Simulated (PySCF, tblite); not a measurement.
**C₆H₁₆OSSi: geometry, infrared bands and NMR shifts**

Wanted: the infrared bands and NMR shifts of C₆H₁₆OSSi (`CC[SiH2][C@@H](C)C[S@@](C)=O`), by calculation.

Computed with tblite 0.8.0 and PySCF 2.14.0, with density-fitted response routines of our own, on a single molecule in the gas phase. Atoms count from 0, in the outputs and in this text.

## Step 1: The starting structure

25 atoms, charge 0, multiplicity 1; geometry from: force field or distance geometry start.

Bonds of the start (Å): C0–C1 1.52, C1–Si2 1.88, Si2–C3 1.91, C3–C4 1.56, C3–C5 1.53, C5–S6 1.83, S6–C7 1.81, S6–O8 1.49, C0–H9 1.11, C0–H10 1.10, C0–H11 1.09, C1–H12 1.11, C1–H13 1.09, Si2–H14 1.47, Si2–H15 1.48, C3–H16 1.10, C4–H17 1.10, C4–H18 1.09, C4–H19 1.09, C5–H20 1.09, C5–H21 1.10, C7–H22 1.09, C7–H23 1.08, C7–H24 1.09.

## Step 2: Optimising the geometry with GFN2-xTB

What the job is given:

```
{"job": {"kind": "relax", "xc": "GFN2-xTB", "basis": "xTB"}, "charge": 0, "multiplicity": 1}
C     -3.340200     0.972300     0.288500
C     -3.009600    -0.274600    -0.512400
Si    -1.280300    -0.327400    -1.247500
C      0.074600    -0.188100     0.090100
C      0.001000    -1.360700     1.109300
C      1.468700    -0.092100    -0.544500
S      2.721800     0.500800     0.654900
C      4.113800     0.499200    -0.500100
O      2.405000     1.925800     0.974300
H     -4.378800     0.911100     0.671700
H     -3.276400     1.872500    -0.333600
H     -2.686200     1.098300     1.151200
H     -3.132800    -1.150200     0.159000
H     -3.730600    -0.391800    -1.315300
H     -1.091800    -1.587500    -1.987800
H     -1.124000     0.796900    -2.198200
H     -0.140100     0.736300     0.645100
H      0.202300    -2.326300     0.616100
H      0.726400    -1.231500     1.918400
H     -0.983300    -1.420600     1.572400
H      1.802100    -1.056100    -0.922500
H      1.475700     0.627600    -1.370300
H      4.294300    -0.517000    -0.840700
H      4.990100     0.854800     0.013000
H      3.887400     1.152700    -1.348100
```

On the command line:

```bash
> OMP_NUM_THREADS=1 python probes_run.py task.json out
```

One launch serves the whole session: the jobs run in the order shown.

**Question.** This job is followed by: GFN2-xTB harmonic vibrations, gas phase; GIAO PBE0/pcSseg-1 NMR shielding, non-relativistic, gas phase. What will the session give for the following? strongest single infrared mode (GFN2-xTB); zero-point energy (GFN2-xTB); ¹³C shifts against TMS (PBE0/pcSseg-1); ¹H shifts against TMS (PBE0/pcSseg-1, means over atoms taken as alike); ²⁹Si shifts against TMS (PBE0/pcSseg-1); ³³S shifts against CS2 (PBE0/pcSseg-1); ¹⁷O shifts against H2O (PBE0/pcSseg-1).

The runs gave:

```
                                                              quantity                                                           value
                             strongest single infrared mode (GFN2-xTB)                                           2202 cm⁻¹, 408 km/mol
                                          zero-point energy (GFN2-xTB)                                                  129.1 kcal/mol
                                ¹³C shifts against TMS (PBE0/pcSseg-1)                           67.4, 45.5, 15.8, 10.7, 10.5, 4.8 ppm
¹H shifts against TMS (PBE0/pcSseg-1, means over atoms taken as alike)  4.05, 3.96, 2.47, 2.25, 2.08, 1.91, 1.16, 1.13, 0.92, 0.76 ppm
                               ²⁹Si shifts against TMS (PBE0/pcSseg-1)                                                       -28.7 ppm
                                ³³S shifts against CS2 (PBE0/pcSseg-1)                                                         301 ppm
                                ¹⁷O shifts against H2O (PBE0/pcSseg-1)                                                        37.9 ppm
```

**Reading.** Over 91 steps the energy fell by 0.144 eV; of the close pairs, S6–C7 changed most, 1.809 to 1.850 Å. No mode is imaginary among the 69: a minimum at this level. The strongest single mode, at 2202 cm⁻¹, moves mainly H14. Unscaled tight-binding wavenumbers are off by several per cent, some by more. Its intensities can rank the bands wrongly. At PBE0/pcSseg-1: The widest tensor belongs to S6: span 437 ppm, with a paramagnetic part of -851 ppm.
